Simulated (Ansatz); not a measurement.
# CH4Ge: the cost of one run

Method: PBE0-D4/def2-TZVP structures, single points in def2-TZVPP, no counterpoise correction; program: Ansatz 0.2.0, Gaussian basis.

Levels: SPW92, PBE-D4, BLYP-D4, r2SCAN-D4, B97M-V, PBE0-D4, B3LYP-D4, r2SCAN0-D4, BHLYP-D4, CAM-B3LYP-D4, wB97X-V, wB97M-V, B2PLYP, PBE-QIDH, RPA on PBE, Hartree-Fock, MP2, CCSD, CCSD(T).

Cores are frozen in the correlated methods. Filled d shells of the heavier atoms are correlated. B3LYP uses VWN-RPA correlation. B2PLYP carries no dispersion term here.

78 further runs of the same task are left out: 78 set aside as unsound or not needed.

## (1) Where the work starts

The complex: 8 atoms, charge 0, spin multiplicity 1.

Atoms are counted from 1 here; the program's logs count them from 0.

Bond lengths: Ge1–C3 2.004 Å, Ge1–H5 1.596 Å, H2–H4 0.776 Å, C3–H6 1.091 Å, C3–H7 1.097 Å, C3–H8 1.089 Å. Angles: C3–Ge1–H5 95.6°, Ge1–C3–H6 111.3°, Ge1–C3–H7 104.8°, Ge1–C3–H8 115.5°, H6–C3–H7 107.4°, H6–C3–H8 109.9°, H7–C3–H8 107.4°.

Geometry (Å):

```mol
CH6Ge
  3D, bonds by distance, orders not assigned

  8  6  0  0  0  0  0  0  0  0999 V2000
   -0.9969    0.7594    0.1073 Ge  0  0
   -1.1334   -1.2764    0.6905 H   0  0
    0.9509    0.3949   -0.1912 C   0  0
   -1.2898   -0.8594    1.3262 H   0  0
   -1.5120   -0.1371   -1.1080 H   0  0
    1.5407    0.6400    0.6931 H   0  0
    1.2479    1.0899   -0.9861 H   0  0
    1.1925   -0.6113   -0.5318 H   0  0
  1  3  8  0
  1  5  8  0
  2  4  8  0
  3  6  8  0
  3  7  8  0
  3  8  8  0
M  END
```

Its parts: CH4Ge holds atoms 1, 3, 5, 6, 7, 8; H2 holds atoms 2, 4. Each part counts its atoms afresh in its own runs.

## (2) Relaxing CH4Ge alone

The input, relax-a/in.yaml:

```yaml
crystal:
  periodic: [false, false, false]
  atoms:
    - {symbol: Ge, position_ang: [-0.996918, 0.759392, 0.107333]}
    - {symbol: C, position_ang: [0.950913, 0.394878, -0.191244]}
    - {symbol: H, position_ang: [-1.511979, -0.137076, -1.107975]}
    - {symbol: H, position_ang: [1.540741, 0.640012, 0.693129]}
    - {symbol: H, position_ang: [1.247877, 1.089861, -0.986116]}
    - {symbol: H, position_ang: [1.192533, -0.611291, -0.531813]}
basis:
  gaussian: {orbitals: def2-TZVP}
hamiltonian: {xc: pbe0, dispersion: d4}
relax: {f_tol: 0.005, max_steps: 200}
```

The run is started by

```
ansatz run in.yaml --threads 2 --pin off --events-out ev --progress --plain --max-ram 4352MiB
```

**Question.** How long does this run take on 2 threads of Arm Neoverse V1, shared host?

About 15 s.
